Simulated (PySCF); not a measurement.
**C3H9FSeSi2: electronic excitations**

Aim: predict the electronic excitations of C3H9FSeSi2 (`F[C@H]1C[SiH2][Se]C[SiH2]1`).

The runs use PySCF 2.14.0, with density-fitted response routines of our own; the level of theory stands in each step. All values are computed, except where a source is named. Atoms count from 0, in the outputs and in this text.

### 1 Starting geometry

16 atoms, charge 0, multiplicity 1; geometry from: GFN2-xTB.

Bonds of the start (Å): F0–C1 1.40, C1–C2 1.52, C2–Si3 1.90, Si3–Se4 2.28, Se4–C5 1.98, C5–Si6 1.90, Si6–C1 1.92, C1–H7 1.10, C2–H8 1.09, C2–H9 1.09, Si3–H10 1.46, Si3–H11 1.47, C5–H12 1.09, C5–H13 1.09, Si6–H14 1.46, Si6–H15 1.46.

### 2 TDDFT and polarisability: CAM-B3LYP/def2-SVPD

Job settings and geometry (Å):

```
{"job": {"kind": "uv", "xc": "CAM-B3LYP", "basis": "def2-SVPD", "nstates": 8, "ntriplets": 3}, "charge": 0, "multiplicity": 1}
F     -0.742369    -2.477014    -0.737884
C     -0.376688    -1.130932    -0.646729
C     -1.548547    -0.343663    -0.083634
Si    -1.239907     1.535136    -0.078421
Se     0.585654     2.029700     1.187007
C      1.856752     0.740749     0.379743
Si     1.230387    -1.058075     0.409705
H     -0.192439    -0.829535    -1.686532
H     -2.439600    -0.557339    -0.677946
H     -1.755719    -0.693696     0.929773
H     -2.341889     2.244010     0.561218
H     -1.019751     1.998944    -1.453413
H      2.066593     1.096725    -0.628636
H      2.769317     0.840312     0.964583
H      0.908645    -1.470748     1.775612
H      2.231964    -1.915629    -0.225857
```

Method: TDDFT CAM-B3LYP/def2-SVPD, vertical, gas phase, core orbitals frozen in the response.

Started as:

```console
OMP_NUM_THREADS=1 python probes_run.py task.json out
```

The driver reads the jobs from task.json and runs them one after another.

Predict these results of the whole session: lowest singlet (CAM-B3LYP/def2-SVPD); brightest single state of those computed; lowest triplet.

**Answer**, as computed:

```
                                quantity                        value
    lowest singlet (CAM-B3LYP/def2-SVPD)  4.82 eV (257 nm), f = 0.001
brightest single state of those computed  state 8, 7.14 eV, f = 0.053
                          lowest triplet                      4.37 eV
```

In words: The first singlet state (HOMO→LUMO 0.84) lies at 4.82 eV and is dark; of the 8 states computed, the strongest absorption comes from state 8 at 7.14 eV (the last computed, so partners may be missing). The lowest triplet lies 0.46 eV below the lowest singlet (triplets in Tamm-Dancoff, singlets in full TDDFT).
